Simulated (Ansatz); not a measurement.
# Al2O3: the cost of one run

Program: Ansatz 0.2.0. Level of theory: DFT r2SCAN, scalar-relativistic, plane waves, PAW. These are calculated values, not measurements.

## (1) The system as given

Symmetry: Pnnm, No. 58, orthorhombic system. Conventional cell: a = 4.629 Å, b = 9.609 Å, c = 2.995 Å, α = 90.00°, β = 90.00°, γ = 90.00°. Around Al (site symmetry m) lie 4 O at 1.67 to 1.80 Å. O (site symmetry m) is surrounded by 3 Al at 1.79 to 1.80 Å. O (site symmetry 2/m) is surrounded by 2 Al at 1.67 Å.

Structure file:

```
CELL_PARAMETERS angstrom
4.62895 0.00000 0.00000
0.00000 9.60880 0.00000
0.00000 0.00000 2.99543
ATOMIC_POSITIONS crystal
Al 0.41496 0.33080 0.50000
Al 0.58504 0.66920 0.50000
Al 0.91496 0.16920 0.00000
Al 0.08504 0.83080 0.00000
O 0.73265 0.22260 0.50000
O 0.00000 0.00000 0.00000
O 0.76735 0.72260 0.00000
O 0.23265 0.27740 0.00000
O 0.26735 0.77740 0.50000
O 0.50000 0.50000 0.50000
```

It goes back to an entry of the Materials Project, which need not be the stable form.

It is the result of an earlier relaxation at this level (volume 13.32 Å³/atom; gap on the mesh: 4.12 eV).

## (2) The reference cell

The reference gives a free energy of -5589.2932 eV, pressure 0.00 GPa, largest force 0.004 eV/Å and gap on the mesh 4.12 eV. It was computed beforehand with the settings of the runs below.

## (3) The scan: freezing in a mode

Mode 4 of the phonon run on this cell, counted from the lowest, is frozen in: each atom moves by x times its row below, so x is the largest displacement.

```
atom      ux      uy     uz
 Al1  -0.686   0.119  0.000
 Al2   0.686  -0.119  0.000
 Al3  -0.686  -0.119  0.000
 Al4   0.686   0.119  0.000
  O5  -0.928  -0.372  0.000
  O6   0.000   0.000  0.000
  O7   0.928  -0.372  0.000
  O8  -0.928   0.372  0.000
  O9   0.928   0.372  0.000
 O10   0.000   0.000  0.000
```

## (4) Point x = -0.120 Å

input.yaml reads:

```yaml
crystal:
  lattice:
    - [4.6289547859, 0.0, 0.0]
    - [0.0, 9.6087998337, 0.0]
    - [0.0, 0.0, 2.9954281795]
  atoms:
    - { symbol: Al, position: [0.4327302755, 0.3293172723, 0.5] }
    - { symbol: Al, position: [0.5672697245, 0.6706827277, 0.5] }
    - { symbol: Al, position: [0.9327302755, 0.1706827277, 0.0] }
    - { symbol: Al, position: [0.0672697245, 0.8293172723, 0.0] }
    - { symbol: O, position: [0.756708639, 0.2272481779, 0.5] }
    - { symbol: O, position: [0.0, 0.0, 0.0] }
    - { symbol: O, position: [0.743291361, 0.7272481779, 0.0] }
    - { symbol: O, position: [0.256708639, 0.2727518221, 0.0] }
    - { symbol: O, position: [0.243291361, 0.7727518221, 0.5] }
    - { symbol: O, position: [0.5, 0.5, 0.5] }
basis:
  ecutwfc: 500
kpoints:
  mp_grid: { grid: [6, 4, 8] }
hamiltonian:
  xc: r2scan
scf:
  occupations: { method: gaussian, width: 0.05 }
output:
  forces: true
  stress: true
  eigenvalues: true
```

Started as:

```sh
> ansatz run input.yaml --threads 2 --pin off --max-ram 5120MiB --backend cpu --events-out ev --progress --plain --runs-dir out
```

**Question.** How long does this run take on 2 threads of Intel Xeon Platinum 8259CL at 2.50GHz (Skylake/Cascade Lake), shared host, and how much memory does it need?

About 18 s, with a peak of 0.84 GiB.
